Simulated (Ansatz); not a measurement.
The system is GdO.

```
Gd O
1.0
     0.00000    2.70000    2.70000
     2.70000    0.00000    2.70000
     2.70000    2.70000    0.00000
Gd O
1 1
Direct
  0.00000 0.00000 0.00000
  0.75000 0.75000 0.75000
```

```yaml
Program: Ansatz 0.2.0
Task: relaxation of cell and atoms
Functional: HSE06
Potentials_or_basis: Ansatz PAW
Cutoff: "420 eV (not typed: the program's choice for these potentials)"
k_mesh: 5 × 5 × 5
Occupations: fermi-dirac, width 0.05 eV
Spin: collinear spin, ferromagnetic start
Starting_moments: "[7.0, 0.0] μB"
```

At the start: volume 19.68 Å³/atom.

How do energy, volume and symmetry change on relaxing?

It ends after 7 steps and the volume is 19.26 Å³/atom (-2.1 %); space group F-43m (No. 216, to 0.05 Å); moment 7.98 μB per cell.

The path:
| step | energy change (eV) | largest force (eV/Å) | volume (Å³) |
| --- | --- | --- | --- |
| 1 | 0.0000 | 0.0000 | 39.37 |
| 2 | -0.0048 | 0.0000 | 37.96 |
| 3 | -0.0070 | 0.0000 | 38.57 |
| 4 | -0.0070 | 0.0000 | 38.55 |
| 5 | -0.0060 | 0.0000 | 38.55 |
| 6 | -0.0061 | 0.0000 | 38.53 |
| 7 | -0.0061 | 0.0000 | 38.53 |

Final structure:
```yaml
crystal:
  lattice:
    - [0.00000, 2.68074, 2.68074]
    - [2.68074, 0.00000, 2.68074]
    - [2.68074, 2.68074, 0.00000]
  atoms:
    - { symbol: Gd, position: [0.00000, 0.00000, 0.00000] }
    - { symbol: O, position: [0.75000, 0.75000, 0.75000] }
```

Caveat: the k mesh is coarse (spacing up to 0.40 Å⁻¹), so the values aren't converged, least of all with exact exchange; the magnetic or orbital state may not be the lowest; the plane-wave basis is chosen anew once the cell has moved, so the energies of steps on either side of that aren't comparable; a cell with one magnetic atom can't hold antiferromagnetic order, which such compounds often take; the PAW data sets come from PBE, with cores solved anew for the run's functional, which leaves a small shift of forces and pressure.
